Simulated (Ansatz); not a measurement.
# BClF3: the cost of one run

Computed with Ansatz 0.2.0. Level: RKS B3LYP-D4/def2-SVPD.

### Step 1. Starting geometry

5 atoms, charge -1, spin multiplicity 1.

Atoms are counted from 1 here; the program's logs count them from 0.

Bond lengths: Cl1–B3 1.964 Å, F2–B3 1.404 Å, B3–F4 1.404 Å, B3–F5 1.404 Å. Angles: Cl1–B3–F2 107.8°, Cl1–B3–F4 107.8°, Cl1–B3–F5 107.8°, F2–B3–F4 111.1°, F2–B3–F5 111.1°, F4–B3–F5 111.1°.

Coordinates:

```
Cl   -0.16525   -0.08579   -1.81855
F    -0.62713    1.17875    0.56846
B     0.01227    0.00637    0.13507
F     1.38247    0.03512    0.43979
F    -0.60237   -1.13445    0.67533
```

This geometry comes from a loose relaxation at PBE in a small basis, which is not shown.

### Step 5. Setting up the map

The axes are (1) distance B3···Cl1: 13 values from 1.656 to 4.256 Å; (2) turn of Cl1 about B3: 13 values from −120 to 120 °.

Nothing else is relaxed (both partners rigid). Energies count from the ion and the molecule far apart, frozen as in the relaxed pair, each in its own basis (no counterpoise correction). Points are written as (first, second).

(The set-up runs are not shown.)

### Step 6. The run at (2.029 Å, 0°)

File input.yaml:

```yaml
crystal:
  periodic: [false, false, false]
  atoms:
    - { symbol: Cl, position_ang: [-0.170688, -0.088608, -1.878265] }
    - { symbol: F, position_ang: [-0.621837, 1.169587, 0.567475] }
    - { symbol: B, position_ang: [0.012738, 0.006613, 0.140182] }
    - { symbol: F, position_ang: [1.371846, 0.035007, 0.439833] }
    - { symbol: F, position_ang: [-0.597274, -1.125306, 0.673498] }
total_charge: -1
basis:
  gaussian: { orbitals: def2-SVPD }
hamiltonian:
  xc: { name: B3LYP }
  dispersion: d4
output:
  forces: true
```

Launch:

```
ansatz run input.yaml --threads 1 --pin off --max-ram 2560MiB --backend cpu --events-out ev --progress --plain --runs-dir out
```

Q: Estimate wall time and peak memory on 1 thread of Arm Neoverse V1, shared host.

About 3.9 s, with a peak of 0.22 GiB.
